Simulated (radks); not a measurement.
# The Coulomb parameter U of the 4d shell of Pd

Aim: U as the second difference [E(n + 0.5) + E(n − 0.5) − 2E(n)]/0.5², with all orbitals relaxed. Bare: the atom's charge changes with n. Screened: the 5s shell takes up the change. The start is a model configuration, not necessarily the ground state.

Program: radks (a radial shooting solver on a logarithmic mesh, Libxc functionals) version 1. Level of theory: scalar-relativistic Kohn-Sham, PBE, spin-unpolarised, spherical densities, point nucleus. These are calculated values, not measurements, unless marked.

### 1 The system

```
element       : palladium (Z = 46)
charge        : 0
electrons     : 46
configuration : [Kr] 4d8.5 5s1.5
```

### 2 Start: [Kr] 4d8.5 5s1.5

The run's settings:

```text
Z 46
configuration [Kr] 4d8.5 5s1.5
relativity scalar-relativistic
functional pbe,pbe
spin unpolarised
nucleus point
c 137.035999084
```

### 3 Bare +0.5: [Kr] 4d9 5s1.5

The run's settings:

```text
Z 46
configuration [Kr] 4d9 5s1.5
relativity scalar-relativistic
functional pbe,pbe
spin unpolarised
nucleus point
c 137.035999084
```

### 4 Bare -0.5: [Kr] 4d8 5s1.5

The run's settings:

```text
Z 46
configuration [Kr] 4d8 5s1.5
relativity scalar-relativistic
functional pbe,pbe
spin unpolarised
nucleus point
c 137.035999084
```

### 5 Screened +0.5: [Kr] 4d9 5s1

The run's settings:

```text
Z 46
configuration [Kr] 4d9 5s1
relativity scalar-relativistic
functional pbe,pbe
spin unpolarised
nucleus point
c 137.035999084
```

### 6 Screened -0.5: [Kr] 4d8 5s2

The run's settings:

```text
Z 46
configuration [Kr] 4d8 5s2
relativity scalar-relativistic
functional pbe,pbe
spin unpolarised
nucleus point
c 137.035999084
```

Before running it: what results should come out?

As calculated:

| quantity | value (eV) |
| --- | --- |
| U, bare | 10.393 |
| U, screened by 5s | 1.922 |
| F0(4d,4d), frozen orbitals | 17.079 |

In words: Relaxing the orbitals brings U down to 61 % of the Slater integral F0. Letting 5s compensate leaves 18 % of the bare value; this second difference measures U(4d,4d) + U(5s,5s) − 2U(4d,5s). The step up makes a negative ion, whose loosely bound charge lowers the bare value. A solid screens further than the bare atom, so the bare value is an upper guide for the U of a crystal.
